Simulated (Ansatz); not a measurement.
# CH5AlFNSe: the cost of one run

All numbers below are computed with Ansatz 0.2.0 (RKS PBE0/def2-SVP).

## (1) The structure to begin with

Bond lengths: N1–C2 1.413 Å, C2–F3 1.398 Å, C2–Se4 2.020 Å, Se4–Al5 2.394 Å, N1–H6 1.100 Å, N1–H7 1.063 Å, C2–H8 1.086 Å, Al5–H9 1.563 Å, Al5–H10 1.592 Å. Angles: N1–C2–F3 111.1°, N1–C2–Se4 109.0°, N1–C2–H8 110.5°, F3–C2–Se4 109.9°, F3–C2–H8 108.6°, Se4–C2–H8 107.6°, C2–N1–H6 109.0°, C2–N1–H7 107.7°, H6–N1–H7 101.1°, C2–Se4–Al5 92.4°, Se4–Al5–H9 117.9°, Se4–Al5–H10 119.1°, H9–Al5–H10 122.9°.

Coordinates:

```xyz
10

N    -1.7223    0.6269    1.0611
C    -0.7181    0.1540    0.1869
F    -0.7302    0.8579   -1.0214
Se    1.0815    0.3571    1.0811
Al    2.1916   -0.8758   -0.6452
H    -1.6329    1.7193    1.1502
H    -2.6552    0.5389    0.5584
H    -0.8632   -0.9016   -0.0249
H     2.7917   -0.0742   -1.8455
H     2.3403   -2.4537   -0.4978
```

## (2) Relaxing end A

input.yaml

```yaml
crystal:
  periodic: [false, false, false]
  atoms:
    - { symbol: "N", position_ang: [-1.7223, 0.6269, 1.0611] }
    - { symbol: C, position_ang: [-0.7181, 0.154, 0.1869] }
    - { symbol: F, position_ang: [-0.7302, 0.8579, -1.0214] }
    - { symbol: Se, position_ang: [1.0815, 0.3571, 1.0811] }
    - { symbol: Al, position_ang: [2.1916, -0.8758, -0.6452] }
    - { symbol: H, position_ang: [-1.6329, 1.7193, 1.1502] }
    - { symbol: H, position_ang: [-2.6552, 0.5389, 0.5584] }
    - { symbol: H, position_ang: [-0.8632, -0.9016, -0.0249] }
    - { symbol: H, position_ang: [2.7917, -0.0742, -1.8455] }
    - { symbol: H, position_ang: [2.3403, -2.4537, -0.4978] }
basis:
  gaussian: { orbitals: def2-SVP }
hamiltonian:
  xc: pbe0
relax:
  f_tol: 0.015
  max_steps: 40
```

Command:

```bash
$ ansatz run input.yaml --threads 2 --pin off --max-ram 3072MiB --backend cpu --events-out ev --progress --plain --runs-dir out
```

Q: Estimate wall time and peak memory on 2 threads of Intel Xeon 6975P-C (Granite Rapids), shared host.

About 72 s, with a peak of 0.32 GiB.
